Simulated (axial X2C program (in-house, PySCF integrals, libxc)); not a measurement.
**OSbO: bond lengths and stretches, held linear**

The task here is to estimate one member of a computed series from the others.

Computed with an in-house X2C program for linear molecules on PySCF integrals. Level: all-electron X2C, two-component (2c) or spin-free, O dyall-av3z, Sb dyall-v3z.

All values are calculated.

2 further runs of the same task are left out: 2 set aside as unsound or not needed.

Set-up of the first run:

Contents of task.json:

```json
{
 "zs": [
  8,
  51,
  8
 ],
 "q": 0,
 "bas": [
  "dyall-av3z",
  "dyall-v3z",
  "dyall-av3z"
 ],
 "r0": [
  1.9,
  1.9
 ],
 "symm": 1,
 "scan": [
  "PBE0",
  "HF",
  "PBE"
 ],
 "levels": [
  "PBE0",
  "HF",
  "BHandHLYP"
 ],
 "nst": 2
}
```

Keys: zs atomic numbers; q charge; bas basis sets; r0 starting distance in Å; symm equal bonds; scan levels of the two-bond scan; levels methods; nst determinants followed.

The run is started by

```console
$ python solin.py task.json out
```

Masses O 15.995, Sb 120.904, O 15.995 u.

Among the steps run: Scan at PBE0, 2c; Scan at PBE, 2c; Scan at PBE0, spin-free.

One table of the session follows, with a row left open; its other results are not shown here.

| level | r(O–Sb) (Å) | r(Sb–O) (Å) | lower stretch (cm⁻¹) | upper stretch (cm⁻¹) |
| --- | --- | --- | --- | --- |
| PBE0, 2c | 1.854 | 1.854 | 699.1 | 742.9 |
| PBE, 2c | ? | ? | ? | ? |
| PBE0, spin-free | 1.853 | 1.853 | 701.3 | 745.3 |
| PBE, spin-free | 1.884 | 1.884 | 689.4 | 693.7 |

Estimate the missing values for PBE, 2c.

The run gave: r(O–Sb) (Å): 1.885; r(Sb–O) (Å): 1.885; lower stretch (cm⁻¹): 687.7; upper stretch (cm⁻¹): 691.8. In the column «r(O–Sb) (Å)» it is the highest.

Scans not shown above were run alike.

The molecule was held linear; bending was not examined, so a bent shape may lie lower.
